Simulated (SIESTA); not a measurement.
Write the native input for SIESTA 5.4.2 that does the following.

* Task: band structure
* Functional: LDA
* Potentials or basis: PseudoDojo 0.4 standard (LDA files)
* Basis: DZP (energy shift 0.003 Ry; two zetas on semicore shells)
* Grid cutoff: 800 Ry
* Energy shift: 0.003 Ry
* k mesh: 7 × 5 × 4
* Occupations: fermi-dirac, width 0.05 eV
* Spin: no spin polarisation
* MPI ranks: 4

The system is HPbNO4.

```xyz
14
Lattice="4.1204 -0.0008 -0.0112 0.0040 6.4272 0.0536 0.0279 3.2071 7.7499" Properties=species:S:1:pos:R:3 pbc="T T T"
H     3.7380    2.9684    3.7875
H     1.6795    6.6644    4.0009
Pb    1.6467    4.2515    5.4933
Pb    3.6983    5.3813    2.2951
N     2.6193    1.9491    1.6102
N     0.5769    7.6848    6.1852
O     3.7590    3.8553    4.2210
O     2.2235    3.1363    1.5259
O     2.2071    1.0645    0.8217
O     3.4590    1.6183    2.5274
O     1.6973    5.7776    3.5672
O     0.1804    6.4980    6.2725
O     0.1698    8.5703    6.9754
O     1.4117    8.0143    5.2631
```

The cell was built by a generator and needn't be a form met in nature.

One way to write it, as run:

HPbNO4.fdf

```
SystemName                      HPbNO4
SystemLabel                     HPbNO4
NumberOfSpecies                 4
NumberOfAtoms                   14
%block ChemicalSpeciesLabel
  1   1 H
  2  82 Pb
  3   7 N
  4   8 O
%endblock ChemicalSpeciesLabel

LatticeConstant                 1.0 Ang
%block LatticeVectors
     4.1204000000    -0.0008100000    -0.0112000000
     0.0040400000     6.4272200000     0.0536000000
     0.0279100000     3.2070700000     7.7499400000
%endblock LatticeVectors
AtomicCoordinatesFormat         Fractional
%block AtomicCoordinatesAndAtomicSpecies
     0.9036600000     0.2182100000     0.4885100000  1  H
     0.4033700000     0.7817700000     0.5114200000  1  H
     0.3945500000     0.3086300000     0.7072500000  2  Pb
     0.8948900000     0.6913500000     0.2926600000  2  Pb
     0.6340900000     0.1999000000     0.2073000000  3  N
     0.1338600000     0.8001200000     0.7927500000  3  N
     0.9082900000     0.3286600000     0.5436900000  4  O
     0.5379200000     0.3907600000     0.1949700000  4  O
     0.5348300000     0.1127900000     0.1060200000  4  O
     0.8371800000     0.0888700000     0.3267200000  4  O
     0.4081700000     0.6713200000     0.4562400000  4  O
     0.0377400000     0.6092400000     0.8052000000  4  O
     0.0342900000     0.8873700000     0.8939700000  4  O
     0.3371600000     0.9110100000     0.6733000000  4  O
%endblock AtomicCoordinatesAndAtomicSpecies

%block kgrid.MonkhorstPack
    7   0   0  0.0
    0   5   0  0.0
    0   0   4  0.0
%endblock kgrid.MonkhorstPack
XC.Functional                   LDA
XC.Authors                      PW92
PAO.BasisSize                   DZP
PAO.EnergyShift                 0.003 Ry
Mesh.Cutoff                     800 Ry
OccupationFunction              FD
ElectronicTemperature           0.05 eV
MaxSCFIterations                120
SCF.MustConverge                false
SCF.Mixer.Method                Pulay
SCF.Mixer.Weight                0.25
SCF.Mixer.History               8
SCF.DM.Tolerance                5.0e-05
SCF.H.Tolerance                 1.0e-03 eV
WriteForces                     true
Charge.Mulliken                 end
BandLinesScale                  ReciprocalLatticeVectors
%block BandLines
    1    0.000000   0.500000   0.500000  X
    9    0.000000   0.000000   0.000000  \Gamma
   12    0.500000   0.000000   0.000000  Y
    1    0.500000   0.500000   0.500000  L
   15    0.000000   0.000000   0.000000  \Gamma
   14   -0.500000   0.000000  -0.500000  Z
    1   -0.500000   0.500000   0.000000  N
   15    0.000000   0.000000   0.000000  \Gamma
    7    0.000000   0.000000  -0.500000  M
    1    0.000000   0.500000   0.000000  R
    9    0.000000   0.000000   0.000000  \Gamma
%endblock BandLines
%block PAO.Basis
  Pb 4
  n=6 0 2
    6.142 0.000
  n=6 1 2
    8.773 0.000
  n=5 2 2
    4.164 0.000
  n=6 2 1
    8.773
%endblock PAO.Basis
Diag.ParallelOverK              true
```

Potentials or basis: PseudoDojo 0.4 standard (LDA files), DZP (energy shift 0.003 Ry; two zetas on semicore shells).

Launch:

```sh
$ mpirun -n 4 siesta HPbNO4.fdf > HPbNO4.out 2>&1
```

It gave:

```
Pressure                : -2.8 GPa
Largest force           : 1.023 eV/Å
Band gap on the k mesh  : 3.15 eV, indirect (least direct gap 3.21 eV)
Band gap along the path : 3.16 eV, indirect (least direct gap 3.20 eV)
```

Caveat: spin-orbit coupling is left out, which as a rule narrows the gap of such compounds by several tenths of an eV; the basis of atomic orbitals isn't converged, which shifts pressures, moduli and gaps; forces of over 1 eV/Å show positions far from the minimum, so gaps and moduli don't describe the material at rest.

Wall time 32 s on 4 MPI ranks on Intel(R) Xeon(R) 6975P-C (Granite Rapids) (shared host), peak memory 0.4 GiB a rank.
